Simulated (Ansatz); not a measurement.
# ZrSeBr: the cost of one run

Program: Ansatz 0.2.0. Level of theory: DFT PBE, scalar-relativistic, plane waves, PAW. These are calculated values, not measurements.

### 1 Starting point

The structure is hexagonal, space group P-6m2 (No. 187). Conventional cell: a = 4.398 Å, b = 4.398 Å, c = 4.319 Å, α = 90.00°, β = 90.00°, γ = 120.00°. Around Zr (site symmetry -6m2) lie 6 Se at 3.33 Å and 6 Br at 3.33 Å. Se (site symmetry -6m2) is surrounded by 3 Br at 2.54 Å and 6 Zr at 3.33 Å. Br (site symmetry -6m2) is surrounded by 3 Se at 2.54 Å and 6 Zr at 3.33 Å.

Structure file:

```
Zr Se Br
1.0
     4.39789    0.00000    0.00000
    -2.19894    3.80868    0.00000
     0.00000    0.00000    4.31941
Zr Se Br
1 1 1
Direct
  0.00000 0.00000 0.50000
  0.33333 0.66667 0.00000
  0.66667 0.33333 0.00000
```

A structure generator made this guess: species swapped into a database cell of GdNiAs (P-6m2, No. 187), with Zr on the Gd sites, Se on the Ni sites and Br on the As sites. Lengths come from tabulated atomic sizes and are only a guess.

### 2 A first look at the guess

Input file input.yaml:

```yaml
crystal:
  lattice:
    - [4.39788532, 0.0, 0.0]
    - [-2.19894266, 3.80868041, 0.0]
    - [0.0, 0.0, 4.31940651]
  atoms:
    - { symbol: Zr, position: [0.0, 0.0, 0.5] }
    - { symbol: Se, position: [0.33333333, 0.66666667, 0.0] }
    - { symbol: Br, position: [0.66666667, 0.33333333, 0.0] }
basis:
  ecutwfc: 420
kpoints:
  mp_grid: { grid: [6, 6, 4] }
hamiltonian:
  xc: pbe
scf:
  occupations: { method: gaussian, width: 0.1 }
  lower_state_search: "off"
output:
  forces: true
  stress: true
  eigenvalues: true
```

Run with:

```sh
> ansatz run input.yaml --threads 1 --pin off --max-ram 2048MiB --backend cpu --events-out ev --progress --plain --runs-dir out
```

Q: Estimate wall time and peak memory on 1 thread of Arm Neoverse V1, shared host.

About 4.5 s, with a peak of 0.35 GiB.
